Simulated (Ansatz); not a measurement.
# Ag2PdS2: the cost of one run

Method: DFT PBE, scalar-relativistic, plane waves, PAW, unless a step names another level, in Ansatz 0.2.0.

2 further runs of the same task are left out: 2 that didn't finish.

## Step 1: The system as given

Symmetry: Pnnm, No. 58, orthorhombic system. The conventional cell has a = 5.204 Å, b = 10.702 Å, c = 3.492 Å, α = 90.00°, β = 90.00°, γ = 90.00°. Around Ag (site symmetry m) lie 3 S at 2.55 to 2.68 Å and 1 Pd at 2.84 Å and 1 Ag at 2.86 Å. Pd (site symmetry 2/m) has 4 S at 2.37 Å as nearest neighbours. S (site symmetry m) has 2 Pd at 2.37 Å and 3 Ag at 2.55 to 2.68 Å as nearest neighbours.

Structure file:

```cif
data_structure
_symmetry_space_group_name_H-M 'P 1'
_symmetry_Int_Tables_number 1
_cell_length_a 5.2039
_cell_length_b 10.7015
_cell_length_c 3.4923
_cell_angle_alpha 90.000
_cell_angle_beta 90.000
_cell_angle_gamma 90.000
_cell_volume 194.48
loop_
_atom_site_label
_atom_site_type_symbol
_atom_site_fract_x
_atom_site_fract_y
_atom_site_fract_z
_atom_site_occupancy
Ag1 Ag 0.97302 0.63311 0.00000 1
Ag2 Ag 0.02698 0.36689 0.00000 1
Ag3 Ag 0.47302 0.86689 0.50000 1
Ag4 Ag 0.52698 0.13311 0.50000 1
Pd1 Pd 0.00000 0.00000 0.50000 1
Pd2 Pd 0.50000 0.50000 0.00000 1
S1 S 0.86486 0.86575 0.00000 1
S2 S 0.13514 0.13425 0.00000 1
S3 S 0.36486 0.63425 0.50000 1
S4 S 0.63514 0.36575 0.50000 1
```

It came out lowest among 26 distinct ends of the trial cells. At a tolerance of 0.02 Å it has space group Pnnm (No. 58).

## Step 2: Tight relaxation for the response runs, on the response runs' mesh and smearing

input.yaml

```yaml
crystal:
  lattice:
    - [5.2038985972, 0.0, 0.0]
    - [0.0, 10.7015199575, 0.0]
    - [0.0, 0.0, 3.4922596397]
  atoms:
    - { symbol: Ag, position: [0.9730209454, 0.6331070221, 0.0] }
    - { symbol: Ag, position: [0.0269790546, 0.3668929779, 0.0] }
    - { symbol: Ag, position: [0.4730209454, 0.8668929779, 0.5] }
    - { symbol: Ag, position: [0.5269790546, 0.1331070221, 0.5] }
    - { symbol: Pd, position: [0.0, 0.0, 0.5] }
    - { symbol: Pd, position: [0.5, 0.5, 0.0] }
    - { symbol: S, position: [0.8648594359, 0.8657482466, 0.0] }
    - { symbol: S, position: [0.1351405641, 0.1342517534, 0.0] }
    - { symbol: S, position: [0.3648594359, 0.6342517534, 0.5] }
    - { symbol: S, position: [0.6351405641, 0.3657482466, 0.5] }
basis:
  ecutwfc: 420
kpoints:
  mp_grid: { grid: [8, 4, 10] }
hamiltonian:
  xc: pbe
scf:
  occupations: { method: fixed }
output:
  forces: true
  stress: true
  eigenvalues: true
relax:
  adjacent_minimum: "off"
  f_tol: 0.001
  max_steps: 60
  cell: { stress_tol: 0.01 }
```

On the command line:

```bash
> ansatz run input.yaml --threads 3 --pin off --max-ram 7680MiB --backend cpu --events-out ev --progress --plain --runs-dir out
```

Q: Estimate wall time and peak memory on 3 threads of Intel Xeon Platinum 8488C (Sapphire Rapids), shared host.

About 3.1 min, with a peak of 1.3 GiB.
